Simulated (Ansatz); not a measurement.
**TePtS3: one candidate of a structure search**

Aim: relax a trial structure of TePtS3 and see where it ends.

Program: Ansatz 0.2.0. Level of theory: DFT PBE, scalar-relativistic, plane waves, PAW. These are calculated values, not measurements.

### 1 The structure to begin with

It takes space group Pm-3m (No. 221, cubic). The conventional cell has a = 4.887 Å, b = 4.887 Å, c = 4.887 Å, α = 90.00°, β = 90.00°, γ = 90.00°. Around Te (site symmetry m-3m) lie 12 S at 3.46 Å. Pt (site symmetry m-3m) is surrounded by 6 S at 2.44 Å. Around S (site symmetry 4/mmm) lie 2 Pt at 2.44 Å.

Coordinates:

```
CELL_PARAMETERS angstrom
4.88684 0.00000 0.00000
0.00000 4.88684 0.00000
0.00000 0.00000 4.88684
ATOMIC_POSITIONS crystal
Te 0.00000 0.00000 0.00000
Pt 0.50000 0.50000 0.50000
S 0.50000 0.00000 0.50000
S 0.00000 0.50000 0.50000
S 0.50000 0.50000 0.00000
```

A structure generator made this guess: species swapped into a database cell of Tm3PbC (Pm-3m, No. 221), with S on the Tm sites, Te on the Pb sites and Pt on the C sites. The dimensions are guesses.

### 2 Probe: one point on a coarse mesh

input.yaml

```yaml
crystal:
  lattice:
    - [4.88684121, 0.0, 0.0]
    - [0.0, 4.88684121, 0.0]
    - [0.0, 0.0, 4.88684121]
  atoms:
    - { symbol: Te, position: [0.0, 0.0, 0.0] }
    - { symbol: Pt, position: [0.5, 0.5, 0.5] }
    - { symbol: S, position: [0.5, 0.0, 0.5] }
    - { symbol: S, position: [0.0, 0.5, 0.5] }
    - { symbol: S, position: [0.5, 0.5, 0.0] }
basis:
  ecutwfc: 420
kpoints:
  mp_grid: { grid: [4, 4, 4] }
hamiltonian:
  xc: pbe
scf:
  occupations: { method: gaussian, width: 0.1 }
  lower_state_search: "off"
output:
  forces: true
  stress: true
  eigenvalues: true
```

The run is started by

```sh
$ ansatz run input.yaml --threads 1 --pin off --max-ram 2560MiB --backend cpu --events-out ev --progress --plain --runs-dir out
```

The session goes on with these runs: spin check on a coarse mesh; a loose first relaxation; full relaxation.

Q: Predict the outcome of this session. Wanted: conventional cell; volume; energy over the elements; gap on the mesh.

As calculated:

| quantity | value |
| --- | --- |
| symmetry at the end (tolerance 0.05 Å) | space group Pm-3m (No. 221) |
| conventional cell | a = 4.712 Å, b = 4.712 Å, c = 4.712 Å, α = 90.00°, β = 90.00°, γ = 90.00° |
| volume | 20.93 Å³/atom |
| energy over the elements | +0.45 eV/atom |
| gap on the mesh | none (metal) |

What this shows: The space group Pm-3m (No. 221) is kept, and the volume per atom shrinks by 10.3 % from the first guess. The formation energy is positive, so the separate elements lie lower. No finished test with a distortion of lower symmetry is shown, so the end may be a saddle point. The runs treat Pt, Te without spin-orbit coupling. Other magnetic orders were not searched.
